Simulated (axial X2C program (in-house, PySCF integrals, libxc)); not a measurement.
**CoH⁻: EOM-EA-CCSD levels**

Aim: EOM-EA-CCSD levels of CoH⁻, with spin–orbit coupling in the Hamiltonian from the start.

Method: two-component X2C with atomic mean-field terms, Co dyall-acv3z, H dyall-av3z; program: an in-house X2C program for linear molecules on PySCF integrals.

All values are calculated.

**1. Set-up**

File task.json:

```json
{"zs": [27, 1], "q": -1, "bas": ["dyall-acv3z", "dyall-av3z"], "r0": 1.43, "eom": "ea", "thr": -2.0, "nmax": 92, "grid": [1, 0.96, 1.045, 0.92, 1.09, 1.15], "rq": 0}
```

Keys: zs atomic numbers; q charge; bas basis sets; r0 starting distance in Å; eom kind of EOM run; thr threshold in hartree for freezing inner shells (an s shell follows its p shell); nmax most natural virtual spinors; grid distances as factors.

The run is started by

```
$ python soeom.py task.json out
```

The runs that follow: EOM-EA-CCSD at 1.503 Å.

**Question.** What will these runs give? Wanted: next root led by one particle; T1 of the reference.

As calculated:

| quantity | value |
| --- | --- |
| lowest root at 1.503 Å | Ω = 1/2, 0.374 eV |
| next root led by one particle | Ω = 1/2, about 5670 cm⁻¹ higher |
| T1 of the reference | 0.052 |

What this shows: The added electron is bound by 0.37 eV in a spinor of 48% Co pσ, 40% Co sσ, 7% H sσ. The closed-shell reference lies 1.76 eV above the lowest determinant found, so these energies count from an excited configuration. Errors of 0.1 to 0.3 eV are usual at this size, and roots led by higher excitations are left out, so the list is incomplete, and low states of that kind can be missing. T1 or the largest double amplitude of the reference is raised, which lowers the reliability.
